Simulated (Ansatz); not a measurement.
**B₂H₆O₂: small, medium and large basis sets**

The task here is to estimate one member of a computed series from the others.

Method: one geometry, several basis sets; program: Ansatz 0.2.0, Gaussian basis.

The runs, in order: PBE0-D4/def2-SVP; ωB97M-V/def2-SVP; PBE0-D4/def2-QZVPP; ωB97M-V/def2-QZVPP; the functionals' def2-TZVPP values are taken from earlier runs.

## The geometry

All runs share one geometry, relaxed beforehand with PBE0-D4 in a triple-zeta def2 set.

SMILES `[BH2-]1[OH+][BH2-][OH+]1`, 10 atoms, charge 0, spin multiplicity 1.

Atoms are counted from 1 here; the program's logs count them from 0.

Bond lengths: B1–O2 1.558 Å, B1–O4 1.558 Å, B1–H5 1.204 Å, B1–H6 1.196 Å, O2–B3 1.558 Å, O2–H7 0.960 Å, B3–O4 1.558 Å, B3–H8 1.204 Å, B3–H9 1.196 Å, O4–H10 0.960 Å. Angles: O2–B1–O4 91.1°, O2–B1–H5 111.9°, O2–B1–H6 110.2°, O4–B1–H5 111.9°, O4–B1–H6 110.2°, H5–B1–H6 118.3°, B1–O2–B3 88.7°, B1–O2–H7 112.2°, B3–O2–H7 112.2°, O2–B3–O4 91.1°, O2–B3–H8 111.9°, O2–B3–H9 110.2°, O4–B3–H8 111.9°, O4–B3–H9 110.2°, H8–B3–H9 118.3°, B1–O4–B3 88.7°, B1–O4–H10 112.2°, B3–O4–H10 112.2°.

Set-up of the first run:

File in.yaml:

```yaml
crystal:
  periodic: [false, false, false]
  atoms:
    - {symbol: B, position_ang: [-0.454259, 0.871137, -0.485050]}
    - {symbol: O, position_ang: [-1.010072, -0.446178, 0.134133]}
    - {symbol: B, position_ang: [0.389650, -0.696174, 0.771245]}
    - {symbol: O, position_ang: [0.974608, 0.554687, 0.049583]}
    - {symbol: H, position_ang: [-0.497791, 0.855820, -1.688216]}
    - {symbol: H, position_ang: [-0.907887, 1.818899, 0.085919]}
    - {symbol: H, position_ang: [-1.225792, -1.099256, -0.535725]}
    - {symbol: H, position_ang: [0.888084, -1.718036, 0.374889]}
    - {symbol: H, position_ang: [0.345254, -0.508439, 1.951425]}
    - {symbol: H, position_ang: [1.581305, 0.316341, -0.655305]}
basis:
  gaussian: {orbitals: def2-SVP}
hamiltonian: {xc: pbe0, dispersion: d4}
output: {orbitals: {seedname: orbitals}}
```

Among the steps run: PBE0-D4 in def2-SVP; ωB97M-V in def2-SVP; PBE0-D4 in def2-QZVPP; ωB97M-V in def2-QZVPP.

One table of the session follows, with a row left open; its other results are not shown here.

It belongs to the step «Functionals by basis». 

```
functional       basis  HOMO (eV)  LUMO (eV)
   PBE0-D4    def2-SVP      -8.19       0.93
   PBE0-D4  def2-TZVPP      -8.28       0.23
   PBE0-D4  def2-QZVPP      -8.29      -0.07
   ωB97M-V    def2-SVP     -10.52       2.67
   ωB97M-V  def2-TZVPP     -10.66       1.68
   ωB97M-V  def2-QZVPP          ?          ?
```

Estimate the missing values for ωB97M-V, def2-QZVPP.

As computed: HOMO (eV): -10.67; LUMO (eV): 1.15. In the column «HOMO (eV)» it is the lowest.
